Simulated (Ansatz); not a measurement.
# CKO: the cost of one run

Method: RKS PBE-D4/def2-SVP; program: Ansatz 0.2.0, Gaussian basis.

Levels: PBE-D4, revPBE-D4, BLYP-D4, r2SCAN-D4, B97M-V, PBE0-D4, B3LYP-D4, HSE06-D4, wB97X-V, wB97M-V, B2PLYP, Hartree-Fock, MP2, CCSD, CCSD(T). The reference is CCSD(T) extrapolated to the basis limit. For elements past Ar these valence bases correlate outer-core shells poorly and lack relativity, so that limit is rough.

Correlated methods freeze the cores. The outer core shell of Li, Na, Mg and K is correlated. B3LYP uses VWN-RPA correlation. B2PLYP carries no dispersion term here.

164 further runs of the same task are left out: 1 that didn't finish, 163 set aside as unsound or not needed.

## (1) Starting geometry

The pair, from a GFN2-xTB docking trial: 3 atoms, charge 1, spin multiplicity 1.

Atoms are counted from 1 here; the program's logs count them from 0.

Bond lengths: K1–C2 2.760 Å, C2–O3 1.111 Å. Angles: K1–C2–O3 178.2°.

Coordinates:

```csv
atom,x (Å),y (Å),z (Å)
K1,-0.0831,-0.0244,-2.2088
C2,0.0066,0.0019,0.5499
O3,0.0765,0.0224,1.6589
```

Atoms 1 to 1 are fragment A (K+), the rest fragment B (CO).

## (2) A first relaxation in a small basis

File pre/in.yaml:

```yaml
crystal:
  periodic: [false, false, false]
  atoms:
    - {symbol: K, position_ang: [-0.083100, -0.024400, -2.208800]}
    - {symbol: C, position_ang: [0.006600, 0.001900, 0.549900]}
    - {symbol: O, position_ang: [0.076500, 0.022400, 1.658900]}
basis:
  gaussian: {orbitals: def2-SVP}
total_charge: 1
hamiltonian: {xc: pbe, dispersion: d4}
relax: {f_tol: 0.03, max_steps: 250}
```

Launch:

```sh
> ansatz run in.yaml --threads 2 --pin off --events-out ev --progress --plain --max-ram 5222MiB
```

**Question.** How long does this run take on 2 threads of Arm Neoverse V2, shared host?

About 2.7 s.
